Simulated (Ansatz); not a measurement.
# Na: the crystal squeezed far

An exercise on one series of results from a longer session: the logs are not shown, and one member is left open.

Program: Ansatz 0.2.0. Level of theory: DFT, LDA, PAW with Ansatz's default frozen-core files, scalar-relativistic. These are calculated values, not measurements.

1 further run of the same task is left out (it didn't finish). Runs told in other sessions of the task aren't counted.

### Starting point

Symmetry: Im-3m, No. 229, cubic system. Conventional cell: a = 4.057 Å, b = 4.057 Å, c = 4.057 Å, α = 90.00°, β = 90.00°, γ = 90.00°. Around Na (site symmetry m-3m) lie 8 Na at 3.51 Å.

Structure file:

```
CELL_PARAMETERS angstrom
-2.02871 2.02871 2.02871
2.02871 -2.02871 2.02871
2.02871 2.02871 -2.02871
ATOMIC_POSITIONS crystal
Na 0.00000 0.00000 0.00000
```

Whether this phase is the stable one at these pressures isn't tested.

The first run:

input.yaml reads:

```yaml
crystal:
  lattice:
    - [-2.0287108707, 2.0287108707, 2.0287108707]
    - [2.0287108707, -2.0287108707, 2.0287108707]
    - [2.0287108707, 2.0287108707, -2.0287108707]
  atoms:
    - { symbol: Na, position: [0.0, 0.0, 0.0] }
kpoints:
  mp_grid: { grid: [13, 13, 13] }
scf:
  occupations: { method: fermi_dirac, width: 0.05 }
hamiltonian:
  xc: lda
  pseudopotentials: { kind: paw }
output:
  forces: true
  stress: true
relax:
  f_tol: 0.005
  max_steps: 40
  cell: {}
```

Started as:

```bash
$ ansatz run input.yaml --threads 1 --pin off --max-ram 2048MiB --backend cpu --events-out ev --progress --plain --runs-dir out
```

Steps of the session up to this table: Cell relaxed at zero pressure, PAW; Volume scaled by 1, PAW; Volume scaled by 0.92, PAW; Volume scaled by 0.84, PAW; Volume scaled by 0.76, PAW; Volume scaled by 0.68, PAW; Volume scaled by 0.6, PAW; Volume scaled by 0.52, PAW; Volume scaled by 0.45, PAW; Volume scaled by 0.45, PAW (cutoff 1000 eV).

One of the session's tables, all rows but one given; the rest of the session is left out.

 The rows PAW, 0.45 and PAW (cutoff 1000 eV), 0.45 agree to the last digit and may rest on the same set-up.

```
              method  volume over the first  volume (Å³/atom)  pressure (GPa)
                 PAW                      1            33.398           -0.03
                 PAW                   0.92                 ?               ?
                 PAW                   0.84            28.054            2.16
                 PAW                   0.76            25.382            4.13
                 PAW                   0.68            22.711            7.19
                 PAW                    0.6            20.039           12.11
                 PAW                   0.52            17.367           20.44
                 PAW                   0.45            15.029           33.08
PAW (cutoff 1000 eV)                   0.45            15.029           33.08
```

**Question.** Estimate the row for PAW, 0.92.

**Answer.** volume (Å³/atom): 30.726; pressure (GPa): 0.85. In the column «volume (Å³/atom)» it lies between PAW, 0.84 (28.054) and PAW, 1 (33.398).
